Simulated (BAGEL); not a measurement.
# HF/6-31G(d) (density fitting with qzvpp-jkfit, spherical functions) run of CH6OSSi (SMILES OC[SiH2]S)

What is the vertical ionisation energy of CH6OSSi at HF/6-31G* (density fitting with qzvpp-jkfit, spherical functions)? 

Program for the calculation: BAGEL 1.2.2.

### Step 1. Starting point

CH6OSSi: 10 atoms, total charge 0, spin state singlet. As SMILES, `OC[SiH2]S`. The coordinates come from a PBE0-D4/def2-TZVP relaxation. This is one conformer, not always the lowest.

Bond lengths: O1–C2 1.420 Å, C2–Si3 1.886 Å, Si3–S4 2.134 Å, O1–H5 0.960 Å, C2–H6 1.098 Å, C2–H7 1.100 Å, Si3–H8 1.486 Å, Si3–H9 1.486 Å, S4–H10 1.346 Å. Some angles: O1–C2–Si3 107.3°, C2–Si3–S4 109.7°, O1–C2–H6 111.9°, O1–C2–H7 111.8°, Si3–C2–H6 109.0°, Si3–C2–H7 109.2°, C2–O1–H5 109.0°, C2–Si3–H8 109.2°, C2–Si3–H9 110.1°, S4–Si3–H8 111.8°.

### Step 2. A single-point energy at HF/6-31G(d) (density fitting with qzvpp-jkfit, spherical functions)

File input.json:

```json
{ "bagel": [

{
  "title": "molecule",
  "basis": "6-31gs.json",
  "df_basis": "qzvpp-jkfit",
  "angstrom": true,
  "geometry": [
    { "atom": "O", "xyz": [   -0.745800,    0.787500,   -1.172200 ] },
    { "atom": "C", "xyz": [   -0.581100,    0.721600,    0.236300 ] },
    { "atom": "Si", "xyz": [    0.294800,   -0.903400,    0.621600 ] },
    { "atom": "S", "xyz": [    2.163700,   -0.972300,   -0.405600 ] },
    { "atom": "H", "xyz": [   -1.147600,    1.628600,   -1.401600 ] },
    { "atom": "H", "xyz": [    0.025700,    1.554000,    0.617100 ] },
    { "atom": "H", "xyz": [   -1.547200,    0.746100,    0.761500 ] },
    { "atom": "H", "xyz": [   -0.586600,   -2.037100,    0.241000 ] },
    { "atom": "H", "xyz": [    0.608400,   -0.982100,    2.071500 ] },
    { "atom": "H", "xyz": [    1.598700,   -0.594200,   -1.566800 ] }
  ]
},
{ "title": "hf" },
{ "title": "print", "file": "orbitals.molden", "orbitals": true }

]}
```

The basis set 6-31G* is read from a file made from the Basis Set Exchange's data (not shown).

Command:

```console
$ BAGEL_NUM_THREADS=1 BAGEL input.json > input.out
```

What it wrote:

```text
* using 1 threads per process

  ===============================================================
  ===============================================================

  *** Geometry ***

  { "atom" : "O", "xyz" : [     -1.409358,      1.488159,     -2.215137 ] },
  { "atom" : "C", "xyz" : [     -1.098120,      1.363626,      0.446542 ] },
  { "atom" : "Si", "xyz" : [      0.557091,     -1.707179,      1.174654 ] },
  { "atom" : "S", "xyz" : [      4.088800,     -1.837381,     -0.766473 ] },
  { "atom" : "H", "xyz" : [     -2.168650,      3.077608,     -2.648640 ] },
  { "atom" : "H", "xyz" : [      0.048566,      2.936634,      1.166150 ] },
  { "atom" : "H", "xyz" : [     -2.923784,      1.409925,      1.439026 ] },
  { "atom" : "H", "xyz" : [     -1.108513,     -3.849561,      0.455424 ] },
  { "atom" : "H", "xyz" : [      1.149709,     -1.855900,      3.914568 ] },
  { "atom" : "H", "xyz" : [      3.021105,     -1.122875,     -2.960823 ] },

  Number of auxiliary basis functions:      516

  Since a DF basis is specified, we compute 2- and 3-index integrals:
    o Being stored without compression. Storage requirement is 0.024 GB

  Number of basis functions:       76
  Number of electrons      :       50

    * METHOD: MOLECULE                             0.28

  *** RHF ***

  === Nuclear Repulsion ===
   219.1096734076

      * DIIS with orbital gradients will be used.

  === RHF iteration (6-31gs.json) ===
      0       -802.49736264          0.01760655           0.07
      1       -802.61070638          0.00958938           0.06
      2       -802.64937539          0.00175151           0.06
      3       -802.65114780          0.00031185           0.06
      4       -802.65121722          0.00008515           0.06
      5       -802.65122334          0.00002142           0.06
      6       -802.65122387          0.00000663           0.06
      7       -802.65122391          0.00000166           0.06
      8       -802.65122391          0.00000058           0.07
      9       -802.65122391          0.00000023           0.06
     10       -802.65122391          0.00000006           0.06
     11       -802.65122391          0.00000002           0.06
     12       -802.65122391          0.00000001           0.06
    * SCF iteration converged.

    * Permanent dipole moment:
           (    0.917112,    -0.842426,    -0.269983) a.u.

    * METHOD: HF                                   1.03

    * METHOD: PRINT                                0.01

  ===============================================================
```

Wall time 1.5 s (1 thread of Arm Neoverse V1, shared host); peak memory 0.12 GiB.

### Step 3. The doublet cation

Changes to input.json since step 2:

```diff
@@ -6,3 +6,3 @@
   "df_basis": "qzvpp-jkfit",
-  "angstrom": true,
+  "angstrom": "true",
   "geometry": [
@@ -20,4 +20,4 @@
 },
-{ "title": "hf" },
-{ "title": "print", "file": "orbitals.molden", "orbitals": true }
+{ "title": "uhf", "charge": 1, "nopen": 1 },
+{ "title": "print", "file": "orbitals.molden", "orbitals": "true" }
```

The basis set 6-31G* is read from a file made from the Basis Set Exchange's data (not shown).

Command:

```console
$ BAGEL_NUM_THREADS=1 BAGEL input.json > input.out
```

What it wrote:

```text
* using 1 threads per process

  ===============================================================
  ===============================================================

  *** Geometry ***

  { "atom" : "O", "xyz" : [     -1.409358,      1.488159,     -2.215137 ] },
  { "atom" : "C", "xyz" : [     -1.098120,      1.363626,      0.446542 ] },
  { "atom" : "Si", "xyz" : [      0.557091,     -1.707179,      1.174654 ] },
  { "atom" : "S", "xyz" : [      4.088800,     -1.837381,     -0.766473 ] },
  { "atom" : "H", "xyz" : [     -2.168650,      3.077608,     -2.648640 ] },
  { "atom" : "H", "xyz" : [      0.048566,      2.936634,      1.166150 ] },
  { "atom" : "H", "xyz" : [     -2.923784,      1.409925,      1.439026 ] },
  { "atom" : "H", "xyz" : [     -1.108513,     -3.849561,      0.455424 ] },
  { "atom" : "H", "xyz" : [      1.149709,     -1.855900,      3.914568 ] },
  { "atom" : "H", "xyz" : [      3.021105,     -1.122875,     -2.960823 ] },

  Number of auxiliary basis functions:      516

  Since a DF basis is specified, we compute 2- and 3-index integrals:
    o Being stored without compression. Storage requirement is 0.024 GB

  Number of basis functions:       76
  Number of electrons      :       50

    * METHOD: MOLECULE                             0.28

  *** Open-shell HF ***

  === Nuclear Repulsion ===
   219.1096734076

      * DIIS with orbital gradients will be used.

  === UHF iteration (6-31gs.json) ===
      0       -802.14072162          0.03565784           0.13
      1       -802.28175166          0.01955776           0.13
      2       -802.31514605          0.01233110           0.13
      3       -802.33217747          0.00166423           0.13
      4       -802.33444285          0.00067314           0.13
      5       -802.33493538          0.00033423           0.13
      6       -802.33510629          0.00009110           0.13
      7       -802.33513218          0.00004250           0.13
      8       -802.33514125          0.00002519           0.13
      9       -802.33514628          0.00001633           0.13
     10       -802.33514774          0.00001125           0.13
     11       -802.33514799          0.00000642           0.13
     12       -802.33514806          0.00000301           0.13
     13       -802.33514819          0.00000180           0.13
     14       -802.33514825          0.00000113           0.13
     15       -802.33514827          0.00000055           0.13
     16       -802.33514827          0.00000025           0.13
     17       -802.33514827          0.00000015           0.13
     18       -802.33514827          0.00000011           0.13
     19       -802.33514827          0.00000009           0.13
     20       -802.33514827          0.00000006           0.13
     21       -802.33514827          0.00000004           0.13
     22       -802.33514827          0.00000003           0.13
     23       -802.33514827          0.00000002           0.13
     24       -802.33514827          0.00000001           0.13
    * SCF iteration converged.

    * S^2 (UHF) is 0.7613

    * Permanent dipole moment:
           (   -0.852786,     0.052823,    -0.012705) a.u.

    * METHOD: UHF                                  3.37

    * METHOD: PRINT                                0.02

  ===============================================================
```

Run time: 3.9 s. Hardware: 1 thread of Arm Neoverse V1, shared host; peak memory 0.12 GiB.

### Step 4. Summary of results

At HF/6-31G* (density fitting with qzvpp-jkfit, spherical functions):

```
                                          quantity          value
                     singlet CH6OSSi: total energy  -802.65122 Eh
                    singlet CH6OSSi: dipole moment         3.24 D
                      singlet CH6OSSi: HOMO energy      -10.01 eV
                      singlet CH6OSSi: LUMO energy        3.83 eV
                    singlet CH6OSSi: HOMO–LUMO gap       13.84 eV
                      doublet cation: total energy  -802.33515 Eh
                              doublet cation: ⟨S²⟩          0.761
vertical ionisation energy (to the doublet cation)       8.601 eV
```

**Reading.** The vertical ionisation energy comes to 8.60 eV (830 kJ/mol). The negative HOMO energy of the first species, 10.01 eV, lies 1.41 eV above that difference.
